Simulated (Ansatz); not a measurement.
# W3N4: the cost of one run

Program: Ansatz 0.2.0. Level of theory: DFT PBEsol, plane waves, PAW, scalar-relativistic, no spin polarisation. These are calculated values, not measurements.

## (1) The system as given

The cell holds 7 atoms (N4W3): a = 4.171 Å, b = 4.171 Å, c = 4.171 Å, α = 90.00°, β = 90.00°, γ = 90.00°.

As a file:

```cif
data_structure
_symmetry_space_group_name_H-M 'P 1'
_symmetry_Int_Tables_number 1
_cell_length_a 4.1712
_cell_length_b 4.1712
_cell_length_c 4.1712
_cell_angle_alpha 90.000
_cell_angle_beta 90.000
_cell_angle_gamma 90.000
_cell_volume 72.57
loop_
_atom_site_label
_atom_site_type_symbol
_atom_site_fract_x
_atom_site_fract_y
_atom_site_fract_z
_atom_site_occupancy
N1 N 0.50000 0.50000 0.50000 1
N2 N 0.50000 0.00000 0.00000 1
N3 N 0.00000 0.50000 0.00000 1
N4 N 0.00000 0.00000 0.50000 1
W1 W 0.50000 0.50000 0.00000 1
W2 W 0.00000 0.50000 0.50000 1
W3 W 0.50000 0.00000 0.50000 1
```

## (2) The run

input.yaml

```yaml
crystal:
  lattice:
    - [4.17119869, 0.0, 0.0]
    - [0.0, 4.17119869, 0.0]
    - [0.0, 0.0, 4.17119869]
  atoms:
    - { symbol: "N", position: [0.5, 0.5, 0.5] }
    - { symbol: "N", position: [0.5, 0.0, 0.0] }
    - { symbol: "N", position: [0.0, 0.5, 0.0] }
    - { symbol: "N", position: [0.0, 0.0, 0.5] }
    - { symbol: W, position: [0.5, 0.5, 0.0] }
    - { symbol: W, position: [0.0, 0.5, 0.5] }
    - { symbol: W, position: [0.5, 0.0, 0.5] }
kpoints:
  mp_grid: { grid: [4, 4, 4] }
magnetization:
  spin_polarized: false
scf:
  occupations: { method: fermi_dirac, width: 0.05 }
hamiltonian:
  pseudopotentials: { kind: paw }
  xc: pbesol
basis:
  ecutwfc: 420
md:
  timestep: 2.0
  n_steps: 20
  ensemble: nve
  temperature: 300.0
  initial_velocities: maxwell_boltzmann
  seed: 545635
```

On the command line:

```
$ ansatz run input.yaml --threads 2 --pin off --max-ram 2560MiB --backend cpu --events-out ev --progress --plain --runs-dir out
```

What time and memory should one allow on 2 threads of an Arm CPU, shared host?

About 57 s, with a peak of 0.39 GiB.
